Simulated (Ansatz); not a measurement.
# P: the cost of one run

Program: Ansatz 0.2.0. Level of theory: DFT PBEsol, scalar-relativistic, plane waves, PAW. These are calculated values, not measurements.

2 further runs of the same task are left out: 2 set aside as unsound or not needed.

## Step 1: The starting structure

The structure is orthorhombic, space group Cmce (No. 64). Conventional cell: a = 3.323 Å, b = 10.195 Å, c = 4.165 Å, α = 90.00°, β = 90.00°, γ = 90.00°. P (site symmetry m) is surrounded by 3 P at 2.23 to 2.25 Å.

Coordinates:

```xyz
4
Lattice="1.6614 -5.0973 0.0000 1.6614 5.0973 0.0000 0.0000 0.0000 4.1648" Properties=species:S:1:pos:R:3 pbc="T T T"
P     1.6614   -4.0129    0.2994
P     1.6614   -1.0844    2.3818
P     1.6614    4.0129    3.8654
P     1.6614    1.0844    1.7830
```

This cell was relaxed beforehand with the same method: volume 17.64 Å³/atom, gap on the mesh none (metal).

## Step 2: Relaxing with PBEsol

input.yaml

```yaml
crystal:
  lattice:
    - [1.6614146972, -5.0972767981, 0.0]
    - [1.6614146972, 5.0972767981, 0.0]
    - [0.0, 0.0, 4.1648374995]
  atoms:
    - { symbol: P, position: [0.8936276167, 0.1063723833, 0.0718894427] }
    - { symbol: P, position: [0.6063723833, 0.3936276167, 0.5718894427] }
    - { symbol: P, position: [0.1063723833, 0.8936276167, 0.9281105573] }
    - { symbol: P, position: [0.3936276167, 0.6063723833, 0.4281105573] }
basis:
  ecutwfc: 420
kpoints:
  mp_grid: { grid: [14, 14, 10] }
hamiltonian:
  xc: pbesol
scf:
  occupations: { method: gaussian, width: 0.1 }
output:
  forces: true
  stress: true
  eigenvalues: true
relax:
  adjacent_minimum: "off"
  f_tol: 0.005
  max_steps: 50
  cell: { stress_tol: 0.05 }
```

The run is started by

```sh
$ ansatz run input.yaml --threads 2 --pin off --max-ram 5120MiB --backend cpu --events-out ev --progress --plain --runs-dir out
```

**Question.** How long does this run take on 2 threads of Intel Xeon Platinum 8259CL at 2.50GHz (Skylake/Cascade Lake), shared host, and how much memory does it need?

About 64 s, with a peak of 0.64 GiB.
